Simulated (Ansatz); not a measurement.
# CH4N2Sn: basis-set convergence

An exercise on one series of results from a longer session: the logs are not shown, and one member is left open.

Method: one geometry, several basis sets; program: Ansatz 0.2.0, Gaussian basis.

The runs, in order: PBE0-D4/def2-SVP; ωB97M-V/def2-SVP; PBE0-D4/def2-QZVPP; ωB97M-V/def2-QZVPP; the functionals' def2-TZVPP values are taken from earlier runs.

1 further run of the same task is left out (for a known fault of the program).

## The geometry

The geometry comes from an earlier relaxation with PBE0-D4 in a triple-zeta def2 set; it is a stationary point, not always the lowest conformer. Sn takes the def2 core potential; no spin-orbit term is included.

8 atoms, charge 0, spin multiplicity 1.

Atoms are counted from 1 here; the program's logs count them from 0.

Bond lengths: N1–C2 1.203 Å, N1–H5 1.010 Å, C2–N3 1.228 Å, N3–Sn4 2.433 Å, N3–H6 1.012 Å, Sn4–H7 1.777 Å, Sn4–H8 1.779 Å. Angles: C2–N1–H5 122.7°, N1–C2–N3 171.7°, C2–N3–Sn4 127.1°, C2–N3–H6 119.4°, Sn4–N3–H6 113.4°, N3–Sn4–H7 83.6°, N3–Sn4–H8 83.5°, H7–Sn4–H8 90.7°.

Set-up of the first run:

in.yaml

```yaml
crystal:
  periodic: [false, false, false]
  atoms:
    - {symbol: N, position_ang: [0.367993, 2.115658, -1.162125]}
    - {symbol: C, position_ang: [0.405500, 1.142505, -0.455862]}
    - {symbol: N, position_ang: [0.434848, 0.055302, 0.114011]}
    - {symbol: Sn, position_ang: [-1.179665, -1.753252, -0.091702]}
    - {symbol: H, position_ang: [-0.144634, 2.949910, -0.913763]}
    - {symbol: H, position_ang: [1.159820, -0.128608, 0.795865]}
    - {symbol: H, position_ang: [0.264891, -2.785603, -0.026231]}
    - {symbol: H, position_ang: [-1.216552, -1.653212, 1.684009]}
basis:
  gaussian: {orbitals: def2-SVP}
hamiltonian: {xc: pbe0, dispersion: d4}
output: {orbitals: {seedname: orbitals}}
```

Launch:

```sh
$ ansatz run in.yaml --threads 2 --pin off --events-out ev --progress --plain --max-ram 4352MiB
```

Among the steps run: PBE0-D4 in def2-SVP; ωB97M-V in def2-SVP; PBE0-D4 in def2-QZVPP; ωB97M-V in def2-QZVPP.

One of the session's tables, all rows but one given; the rest of the session is left out.

```
functional       basis  HOMO (eV)
   PBE0-D4    def2-SVP      -5.62
   PBE0-D4  def2-TZVPP      -5.76
   PBE0-D4  def2-QZVPP      -5.78
   ωB97M-V    def2-SVP      -7.62
   ωB97M-V  def2-TZVPP          ?
   ωB97M-V  def2-QZVPP      -7.83
```

**Question.** Estimate the row for ωB97M-V, def2-TZVPP.

**Answer.** HOMO (eV): -7.81. In the column «HOMO (eV)» it lies between ωB97M-V, def2-QZVPP (-7.83) and ωB97M-V, def2-SVP (-7.62).
